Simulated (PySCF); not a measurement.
# H12O6Yb (Yb(H2O)63+): the cost of one run

The runs use PySCF 2.14.0; several levels, as the steps say, no spin–orbit coupling.

3 further runs of the same task are left out: 2 for a known fault of the program, 1 that didn't finish.

## 1. The starting structure

19 atoms, charge 3, spin multiplicity 1.

Bond lengths: Yb1–O2 2.308 Å, Yb1–O5 2.308 Å, Yb1–O8 2.302 Å, Yb1–O11 2.308 Å, Yb1–O14 2.302 Å, Yb1–O17 2.308 Å, O2–H3 0.980 Å, O2–H4 0.980 Å, O5–H6 0.980 Å, O5–H7 0.980 Å, O8–H9 0.980 Å, O8–H10 0.980 Å, O11–H12 0.980 Å, O11–H13 0.980 Å, O14–H15 0.980 Å, O14–H16 0.980 Å, O17–H18 0.980 Å, O17–H19 0.980 Å. Angles: O2–Yb1–O5 180.0°, O2–Yb1–O8 90.0°, O2–Yb1–O11 90.0°, O2–Yb1–O14 90.0°, O2–Yb1–O17 90.0°, O5–Yb1–O8 90.0°, O5–Yb1–O11 90.0°, O5–Yb1–O14 90.0°, O5–Yb1–O17 90.0°, O8–Yb1–O11 90.0°, O8–Yb1–O14 180.0°, O8–Yb1–O17 90.0°, O11–Yb1–O14 90.0°, O11–Yb1–O17 180.0°, O14–Yb1–O17 90.0°, Yb1–O2–H3 128.3°, Yb1–O2–H4 128.3°, H3–O2–H4 103.3° and more.

Geometry (Å):

```xyz
19
H12O6Yb
Yb    0.0000    0.0000    0.0000
O     0.0000    0.0000    2.3083
H     0.5533    0.5332    2.9160
H    -0.5533   -0.5332    2.9160
O     0.0000    0.0000   -2.3083
H     0.5533   -0.5332   -2.9160
H    -0.5533    0.5332   -2.9160
O     2.3017    0.0000    0.0000
H     2.9054   -0.5461    0.5461
H     2.9054    0.5461   -0.5461
O     0.0000    2.3083    0.0000
H     0.5533    2.9160    0.5332
H    -0.5533    2.9160   -0.5332
O    -2.3017    0.0000    0.0000
H    -2.9054    0.5461    0.5461
H    -2.9054   -0.5461   -0.5461
O     0.0000   -2.3083    0.0000
H    -0.5533   -2.9160    0.5332
H     0.5533   -2.9160   -0.5332
```

Formal oxidation states: Yb +3. Each metal's 13 4f electrons lie in its core potential, so multiplicities, spins and levels count the valence alone. An earlier session relaxed this geometry at r2SCAN, Yb lcecp-1-SVP with ECP59, O def2-SVP, H def2-SVP (singlet, point group C2v).

At r2SCAN on the finer grid: E = -496.618632 Eh, HOMO -21.20 eV, LUMO -13.39 eV, Mulliken charge on Yb1 +1.28 e, largest force component 0.074 eV/Å. 

Levels to run: TPSS; PBE; CAM-B3LYP; revPBE; r2SCAN, TZVP. Hardware: 4 threads of AMD EPYC (Zen 3), shared host.

## 2. TPSS

Contents of run.py (the lines that set the calculation):

```python
mol = gto.M(atom='''
Yb     0.00000     0.00000     0.00000
O      0.00000     0.00000     2.30834
H      0.55329     0.53324     2.91605
H     -0.55329    -0.53324     2.91605
O      0.00000     0.00000    -2.30834
H      0.55329    -0.53324    -2.91605
H     -0.55329     0.53324    -2.91605
O      2.30170     0.00000     0.00000
H      2.90543    -0.54611     0.54611
H      2.90543     0.54611    -0.54611
O      0.00000     2.30834     0.00000
H      0.55329     2.91605     0.53324
H     -0.55329     2.91605    -0.53324
O     -2.30170     0.00000     0.00000
H     -2.90543     0.54611     0.54611
H     -2.90543    -0.54611    -0.54611
O      0.00000    -2.30834     0.00000
H     -0.55329    -2.91605     0.53324
H      0.55329    -2.91605    -0.53324''',
    basis={'Yb': 'lcecp-1-SVP', 'O': 'def2-SVP', 'H': 'def2-SVP'},
    ecp={'Yb': 'lcecp-1-SVP'},
    charge=3, spin=0)
mf = dft.RKS(mol, xc='TPSS')
mf.grids.atom_grid = (75, 302)  # f atoms: unpruned, at least (60, 302)
mf = mf.density_fit()  # fitting sets: Yb AutoAux, O def2-universal-JKFIT, H def2-universal-JKFIT
mf.conv_tol = 1e-08; mf.max_cycle = 55
mf.kernel(dm0)  # dm0: the density of the relaxed state
```

On the command line:

```bash
> OMP_NUM_THREADS=4 python run.py
```

**Question.** How long does this run take on 4 threads of AMD EPYC (Zen 3), shared host?

About 86 s.
